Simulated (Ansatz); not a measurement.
# BClHI (SMILES ClBI): single points off equilibrium

A test off equilibrium: a structure displaced at random from a GFN2-xTB minimum is computed at several levels, and each is set against CCSD(T).

The runs use Ansatz 0.2.0, Gaussian basis; single points in def2-TZVPP.

Cores are frozen in the correlated methods. Filled d shells of the heavier atoms are correlated. Core potentials replace the inner electrons past krypton, and spin-orbit coupling is left out.

## Step 1: Starting geometry

4 atoms, charge 0, spin multiplicity 1.

Atoms are counted from 1 here; the program's logs count them from 0.

Bond lengths: Cl1–B2 1.708 Å, B2–I3 2.315 Å, B2–H4 1.330 Å. Angles: Cl1–B2–I3 119.6°, Cl1–B2–H4 108.5°, I3–B2–H4 131.8°.

Geometry (Å):

```xyz
4
BClHI
Cl   -1.5885   -0.6865   -0.0113
B    -0.0811    0.1128   -0.0972
I     1.7335   -0.7415    1.0589
H    -0.2300    1.2192   -0.8205
```

## Step 2: CCSD(T)/def2-TZVPP

Input file run/in.yaml:

```yaml
crystal:
  periodic: [false, false, false]
  atoms:
    - {symbol: Cl, position_ang: [-1.588500, -0.686500, -0.011300]}
    - {symbol: B, position_ang: [-0.081100, 0.112800, -0.097200]}
    - {symbol: I, position_ang: [1.733500, -0.741500, 1.058900]}
    - {symbol: H, position_ang: [-0.230000, 1.219200, -0.820500]}
basis:
  gaussian: {orbitals: def2-TZVPP}
correlation: {method: ccsd_t}
output: {forces: true}
```

The command line of these runs was not kept.

## Step 3: PBE0-D4/def2-TZVPP

Changes to run/in.yaml since step 2:

```diff
@@ -9,3 +9,3 @@
   gaussian: {orbitals: def2-TZVPP}
-correlation: {method: ccsd_t}
-output: {forces: true}
+hamiltonian: {xc: pbe0, dispersion: d4}
+output: {forces: true, orbitals: {seedname: orbitals}}
```

## Step 4: wB97M-V/def2-TZVPP

Changes to run/in.yaml since step 3:

```diff
@@ -9,3 +9,3 @@
   gaussian: {orbitals: def2-TZVPP}
-hamiltonian: {xc: pbe0, dispersion: d4}
-output: {forces: true, orbitals: {seedname: orbitals}}
+hamiltonian: {xc: {name: wB97M-V}}
+output: {forces: true}
```

## Step 5: r2SCAN-D4/def2-TZVPP

Changes to run/in.yaml since step 4:

```diff
@@ -9,3 +9,3 @@
   gaussian: {orbitals: def2-TZVPP}
-hamiltonian: {xc: {name: wB97M-V}}
+hamiltonian: {xc: r2scan, dispersion: d4}
 output: {forces: true}
```

## Step 6: PBE-D4/def2-TZVPP

Changes to run/in.yaml since step 5:

```diff
@@ -9,3 +9,3 @@
   gaussian: {orbitals: def2-TZVPP}
-hamiltonian: {xc: r2scan, dispersion: d4}
+hamiltonian: {xc: pbe, dispersion: d4}
 output: {forces: true}
```

## Step 7: r2SCANh-D4/def2-TZVPP

Changes to run/in.yaml since step 6:

```diff
@@ -9,3 +9,3 @@
   gaussian: {orbitals: def2-TZVPP}
-hamiltonian: {xc: pbe, dispersion: d4}
+hamiltonian: {xc: {name: r2SCANh}, dispersion: d4}
 output: {forces: true}
```

## Step 8: BHLYP-D4/def2-TZVPP

Changes to run/in.yaml since step 7:

```diff
@@ -9,3 +9,3 @@
   gaussian: {orbitals: def2-TZVPP}
-hamiltonian: {xc: {name: r2SCANh}, dispersion: d4}
+hamiltonian: {xc: {name: BHLYP}, dispersion: d4}
 output: {forces: true}
```

(Steps that only read results are left out.)

Before running it: what results should come out? Wanted: energy less free atoms, CCSD(T)/def2-TZVPP; RMS force component; RMS force error; HOMO and LUMO, PBE0-D4; T1 diagnostic.

The runs gave:

```
                                  quantity                                                                                               value
energy less free atoms, CCSD(T)/def2-TZVPP                                                                                     -258.9 kcal/mol
                       RMS force component                                                                1.045 to 1.198 eV/Å over the methods
                           RMS force error  PBE0-D4 0.101, wB97M-V 0.074, r2SCAN-D4 0.082, PBE-D4 0.121, r2SCANh-D4 0.090, BHLYP-D4 0.142 eV/Å
                    HOMO and LUMO, PBE0-D4                                                                                  -7.78 and -2.25 eV
                             T1 diagnostic                                                                                               0.012
```

**Reading.** Against CCSD(T) the functionals' energies less atoms differ by -19.4 to +1.8 kcal/mol, PBE-D4 by -19.4 kcal/mol. A larger basis would deepen the CCSD(T) value, while the functionals are nearly converged already, so the order here is not reliable. For forces wB97M-V does best and BHLYP-D4 worst. Frozen-core CCSD(T) forces in triple zeta carry basis errors of their own, and this is one geometry, so small gaps rank nothing.
